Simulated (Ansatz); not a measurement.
# C4H14GeN2O: one species, many methods

One table from this session's results is given with a row withheld; the runs are named, their logs left out.

Computed with Ansatz 0.2.0, Gaussian basis. Level: functionals in def2-TZVPP, the program's frozen cores in correlated methods.

Levels to be run: LDA (SPW92), PBE-D4, revPBE-D4, BLYP-D4, r2SCAN-D4, B97M-V, PBE0-D4, B3LYP-D4, r2SCANh-D4, r2SCAN0-D4, HSE06-D4, BHLYP-D4, CAM-B3LYP-D4, LC-ωPBE, ωB97X-V, ωB97M-V, B2PLYP, PBE-QIDH; CCSD(T)/def2-SVP; CCSD(T)/def2-TZVPP; MP2/def2-QZVPP; extrapolation to the limit; RPA on PBE.

### Structure used throughout

An earlier PBE0-D4 in a triple-zeta def2 set relaxation fixed the geometry.

SMILES `C[N](C)[GeH]([OH])[N](C)C`, 22 atoms, charge 0, spin multiplicity 1.

Atoms are counted from 1 here; the program's logs count them from 0.

Bond lengths: C1–N2 1.441 Å, C1–H9 1.102 Å, C1–H10 1.092 Å, C1–H11 1.098 Å, N2–C3 1.440 Å, N2–Ge4 1.820 Å, C3–H12 1.101 Å, C3–H13 1.098 Å, C3–H14 1.093 Å, Ge4–O5 1.785 Å, Ge4–N6 1.827 Å, Ge4–H15 1.538 Å, O5–H16 0.960 Å, N6–C7 1.443 Å, N6–C8 1.443 Å, C7–H17 1.092 Å, C7–H18 1.098 Å, C7–H19 1.102 Å and more. Angles: N2–C1–H9 112.7°, N2–C1–H10 110.3°, N2–C1–H11 110.6°, H9–C1–H10 108.2°, H9–C1–H11 107.2°, H10–C1–H11 107.8°, C1–N2–C3 113.8°, C1–N2–Ge4 120.1°, C3–N2–Ge4 120.1°, N2–C3–H12 112.8°, N2–C3–H13 110.5°, N2–C3–H14 110.6°, H12–C3–H13 107.4°, H12–C3–H14 107.8°, H13–C3–H14 107.5°, N2–Ge4–O5 116.1°, N2–Ge4–N6 105.2°, N2–Ge4–H15 107.7° and more.

Coordinates:

```mol
C4H14GeN2O
  3D, bonds by distance, orders not assigned

 22 21  0  0  0  0  0  0  0  0999 V2000
    1.7976    1.0871    0.0092 C   0  0
    1.0771    0.2803   -0.9431 N   0  0
    1.6852    0.2404   -2.2481 C   0  0
   -0.7182    0.0425   -0.7659 Ge  0  0
   -1.7276    1.4988   -0.9833 O   0  0
   -0.9640   -0.4663    0.9712 N   0  0
   -0.1432   -1.5179    1.5206 C   0  0
   -2.2883   -0.4226    1.5427 C   0  0
    1.9094    2.1327   -0.3191 H   0  0
    1.2834    1.0859    0.9729 H   0  0
    2.8077    0.6872    0.1680 H   0  0
    1.7823    1.2376   -2.7048 H   0  0
    2.6921   -0.1934   -2.1900 H   0  0
    1.0975   -0.3817   -2.9274 H   0  0
   -1.1799   -0.8924   -1.8962 H   0  0
   -1.5266    2.1746   -0.3311 H   0  0
    0.8352   -1.5296    1.0368 H   0  0
    0.0130   -1.3584    2.5955 H   0  0
   -0.5948   -2.5160    1.4017 H   0  0
   -2.8297   -1.3762    1.4334 H   0  0
   -2.8840    0.3592    1.0689 H   0  0
   -2.2335   -0.2018    2.6167 H   0  0
  1  2  8  0
  2  3  8  0
  2  4  8  0
  4  5  8  0
  4  6  8  0
  6  7  8  0
  6  8  8  0
  1  9  8  0
  1 10  8  0
  1 11  8  0
  3 12  8  0
  3 13  8  0
  3 14  8  0
  4 15  8  0
  5 16  8  0
  7 17  8  0
  7 18  8  0
  7 19  8  0
  8 20  8  0
  8 21  8  0
  8 22  8  0
M  END
```

Set-up of the first run:

in.yaml

```yaml
crystal:
  periodic: [false, false, false]
  atoms:
    - {symbol: C, position_ang: [1.797554, 1.087106, 0.009193]}
    - {symbol: N, position_ang: [1.077124, 0.280297, -0.943053]}
    - {symbol: C, position_ang: [1.685213, 0.240439, -2.248076]}
    - {symbol: Ge, position_ang: [-0.718196, 0.042505, -0.765917]}
    - {symbol: O, position_ang: [-1.727605, 1.498802, -0.983323]}
    - {symbol: N, position_ang: [-0.964002, -0.466299, 0.971166]}
    - {symbol: C, position_ang: [-0.143167, -1.517863, 1.520637]}
    - {symbol: C, position_ang: [-2.288339, -0.422634, 1.542720]}
    - {symbol: H, position_ang: [1.909392, 2.132694, -0.319083]}
    - {symbol: H, position_ang: [1.283376, 1.085925, 0.972864]}
    - {symbol: H, position_ang: [2.807733, 0.687238, 0.168044]}
    - {symbol: H, position_ang: [1.782299, 1.237578, -2.704828]}
    - {symbol: H, position_ang: [2.692124, -0.193360, -2.190028]}
    - {symbol: H, position_ang: [1.097518, -0.381740, -2.927364]}
    - {symbol: H, position_ang: [-1.179930, -0.892444, -1.896173]}
    - {symbol: H, position_ang: [-1.526603, 2.174560, -0.331072]}
    - {symbol: H, position_ang: [0.835240, -1.529608, 1.036849]}
    - {symbol: H, position_ang: [0.012983, -1.358405, 2.595459]}
    - {symbol: H, position_ang: [-0.594796, -2.515980, 1.401715]}
    - {symbol: H, position_ang: [-2.829654, -1.376172, 1.433427]}
    - {symbol: H, position_ang: [-2.884037, 0.359182, 1.068880]}
    - {symbol: H, position_ang: [-2.233527, -0.201824, 2.616663]}
basis:
  gaussian: {orbitals: def2-TZVPP}
hamiltonian: {xc: lda}
output: {orbitals: {seedname: orbitals}}
```

Among the steps run: LDA; PBE-D4 (GGA); revPBE-D4 (GGA); BLYP-D4 (GGA); r2SCAN-D4 (meta-GGA); B97M-V (meta-GGA); PBE0-D4 (hybrid); B3LYP-D4 (hybrid); r2SCANh-D4 (hybrid); r2SCAN0-D4 (hybrid); HSE06-D4 (hybrid); BHLYP-D4 (hybrid); CAM-B3LYP-D4 (range-separated); LC-ωPBE (range-separated); ωB97X-V (range-separated); ωB97M-V (range-separated); B2PLYP (double hybrid); PBE-QIDH (double hybrid).

One of the session's tables, all rows but one given; the rest of the session is left out.

It belongs to the step «Orbital energies across the functionals». 

| functional | HOMO (eV) | LUMO (eV) | gap (eV) |
| --- | --- | --- | --- |
| LDA (SPW92) | -4.98 | -0.38 | 4.60 |
| PBE-D4 | -4.87 | -0.16 | 4.71 |
| revPBE-D4 | -4.81 | -0.04 | 4.78 |
| BLYP-D4 | -4.77 | -0.15 | 4.62 |
| r2SCAN-D4 | -5.10 | 0.37 | 5.47 |
| B97M-V | ? | ? | ? |
| PBE0-D4 | -6.18 | 0.73 | 6.91 |
| B3LYP-D4 | -5.98 | 0.39 | 6.37 |
| r2SCANh-D4 | -5.60 | 0.67 | 6.26 |
| r2SCAN0-D4 | -6.35 | 1.08 | 7.43 |
| HSE06-D4 | -5.78 | 0.36 | 6.14 |
| BHLYP-D4 | -7.46 | 1.41 | 8.86 |
| CAM-B3LYP-D4 | -7.56 | 1.53 | 9.09 |
| LC-ωPBE | -8.87 | 2.86 | 11.73 |
| ωB97X-V | -8.56 | 2.61 | 11.17 |
| ωB97M-V | -8.49 | 2.20 | 10.69 |

Estimate the missing values for B97M-V.

The run gave: HOMO (eV): -5.28; LUMO (eV): 0.00; gap (eV): 5.28. In the column «HOMO (eV)» it lies between r2SCANh-D4 (-5.60) and r2SCAN-D4 (-5.10).
